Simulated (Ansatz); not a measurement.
# CH₈GeSi: a ladder of functionals and wavefunction methods

Aim: compute CH₈GeSi with functionals from several rungs and with coupled cluster. The yardstick is the atomisation energy at the CCSD(T) limit.

Computed with Ansatz 0.2.0, Gaussian basis. Level: functionals in def2-TZVPP, the program's frozen cores in correlated methods.

The runs, in order: LDA (SPW92), PBE-D4, revPBE-D4, BLYP-D4, r2SCAN-D4, B97M-V, PBE0-D4, B3LYP-D4, r2SCANh-D4, r2SCAN0-D4, HSE06-D4, BHLYP-D4, CAM-B3LYP-D4, LC-ωPBE, ωB97X-V, ωB97M-V, B2PLYP, PBE-QIDH; CCSD(T)/def2-SVP; CCSD(T)/def2-TZVPP; MP2/def2-QZVPP; extrapolation to the limit; RPA on PBE.

### Step 1. The geometry

The geometry comes from an earlier relaxation with PBE0-D4 in a triple-zeta def2 set; it is a stationary point, not always the lowest conformer.

SMILES `C[SiH2][GeH3]`, 11 atoms, charge 0, spin multiplicity 1.

Atoms are counted from 1 here; the program's logs count them from 0.

Bond lengths: C1–Si2 1.875 Å, C1–H4 1.092 Å, C1–H5 1.092 Å, C1–H6 1.092 Å, Si2–Ge3 2.380 Å, Si2–H7 1.490 Å, Si2–H8 1.490 Å, Ge3–H9 1.540 Å, Ge3–H10 1.540 Å, Ge3–H11 1.538 Å. Angles: Si2–C1–H4 110.6°, Si2–C1–H5 110.8°, Si2–C1–H6 110.8°, H4–C1–H5 108.2°, H4–C1–H6 108.2°, H5–C1–H6 108.1°, C1–Si2–Ge3 111.3°, C1–Si2–H7 110.3°, C1–Si2–H8 110.3°, Ge3–Si2–H7 108.6°, Ge3–Si2–H8 108.6°, H7–Si2–H8 107.6°, Si2–Ge3–H9 110.8°, Si2–Ge3–H10 110.8°, Si2–Ge3–H11 111.6°, H9–Ge3–H10 107.5°, H9–Ge3–H11 107.9°, H10–Ge3–H11 107.9°.

Geometry (Å):

```mol
CH8GeSi
  3D, bonds by distance, orders not assigned

 11 10  0  0  0  0  0  0  0  0999 V2000
   -1.0512    1.3238   -0.4279 C   0  0
   -0.4981   -0.4633   -0.5567 Si  0  0
    1.3835   -0.8882    0.8369 Ge  0  0
   -1.9142    1.5069   -1.0721 H   0  0
   -0.2495    2.0005   -0.7310 H   0  0
   -1.3334    1.5692    0.5982 H   0  0
   -0.1322   -0.7905   -1.9633 H   0  0
   -1.6043   -1.3767   -0.1548 H   0  0
    1.0507   -0.5937    2.3117 H   0  0
    2.5716    0.0084    0.4410 H   0  0
    1.8423   -2.3534    0.7384 H   0  0
  1  2  8  0
  2  3  8  0
  1  4  8  0
  1  5  8  0
  1  6  8  0
  2  7  8  0
  2  8  8  0
  3  9  8  0
  3 10  8  0
  3 11  8  0
M  END
```

### Step 2. LDA

This LDA is Slater exchange with PW92 correlation.

in.yaml

```yaml
crystal:
  periodic: [false, false, false]
  atoms:
    - {symbol: C, position_ang: [-1.051238, 1.323765, -0.427854]}
    - {symbol: Si, position_ang: [-0.498121, -0.463350, -0.556726]}
    - {symbol: Ge, position_ang: [1.383472, -0.888201, 0.836910]}
    - {symbol: H, position_ang: [-1.914197, 1.506940, -1.072070]}
    - {symbol: H, position_ang: [-0.249532, 2.000546, -0.731008]}
    - {symbol: H, position_ang: [-1.333353, 1.569239, 0.598215]}
    - {symbol: H, position_ang: [-0.132153, -0.790547, -1.963267]}
    - {symbol: H, position_ang: [-1.604265, -1.376688, -0.154769]}
    - {symbol: H, position_ang: [1.050661, -0.593705, 2.311662]}
    - {symbol: H, position_ang: [2.571649, 0.008376, 0.440991]}
    - {symbol: H, position_ang: [1.842277, -2.353373, 0.738418]}
basis:
  gaussian: {orbitals: def2-TZVPP}
hamiltonian: {xc: lda}
output: {orbitals: {seedname: orbitals}}
```

The run is started by

```console
ansatz run in.yaml --threads 4 --pin off --events-out ev --progress --plain --max-ram 10444MiB
```

After this run come: PBE-D4 (GGA); revPBE-D4 (GGA); BLYP-D4 (GGA); r2SCAN-D4 (meta-GGA); B97M-V (meta-GGA); PBE0-D4 (hybrid); B3LYP-D4 (hybrid); r2SCANh-D4 (hybrid); r2SCAN0-D4 (hybrid); HSE06-D4 (hybrid); BHLYP-D4 (hybrid); CAM-B3LYP-D4 (range-separated); LC-ωPBE (range-separated); ωB97X-V (range-separated); ωB97M-V (range-separated); B2PLYP (double hybrid); PBE-QIDH (double hybrid); CCSD(T) in def2-SVP; CCSD(T) in def2-TZVPP; MP2 in def2-QZVPP; RPA on PBE orbitals.

Q: Predict the results of all the runs planned. Wanted: atomisation energy, CCSD(T)/CBS; farthest beyond LDA; mean size of error, GGA; mean size of error, meta-GGA; mean size of error, hybrid; mean size of error, range-separated; mean size of error, double hybrid; gap, smallest and largest; T1 diagnostic.

**Answer**, as computed:

```
                               quantity                                                                                        value
        atomisation energy, CCSD(T)/CBS                                                                                3422.3 kJ/mol
 functionals within 34.2 kJ/mol (1.0 %)  PBE-D4, r2SCAN-D4, B97M-V, B3LYP-D4, r2SCANh-D4, r2SCAN0-D4, CAM-B3LYP-D4, ωB97X-V, ωB97M-V
                    farthest beyond LDA                                                                     revPBE-D4 (-83.9 kJ/mol)
                mean size of error, GGA                                                                                  58.4 kJ/mol
           mean size of error, meta-GGA                                                                                  13.4 kJ/mol
             mean size of error, hybrid                                                                                  30.2 kJ/mol
    mean size of error, range-separated                                                                                  19.3 kJ/mol
      mean size of error, double hybrid                                                                                  48.0 kJ/mol
              gap, smallest and largest                                                    6.27 eV (LDA (SPW92)), 12.90 eV (LC-ωPBE)
                          T1 diagnostic                                                                                       0.0113
triples share of the correlation energy                                                                                        3.3 %
```

**Reading.** LDA overbinds by 359.0 kJ/mol (10 %). PBE-D4 is off by -32.8 kJ/mol. Double hybrids carry the basis error of their MP2 part in triple zeta, and no dispersion term here, so their miss is partly the set-up's. The rungs meta-GGA, range-separated, hybrid miss on average by less than the doubt on the reference (34.2 kJ/mol), so they tie. The reference freezes the cores and leaves out relativity and excitations past (T), and its outer-core shells are covered unevenly, so misses under about 34.2 kJ/mol can't be ranked. Hartree-Fock recovers 76 % of the binding; the rest is correlation. CCSD(T) in def2-SVP is off by -192.8 kJ/mol, worse than the median functional, from the basis alone. The gap grows from 6.3 to 12.9 eV across the functionals, mostly with the share of exact exchange. Correlated methods include outer-core shells of Ge, which these sets cover unevenly.
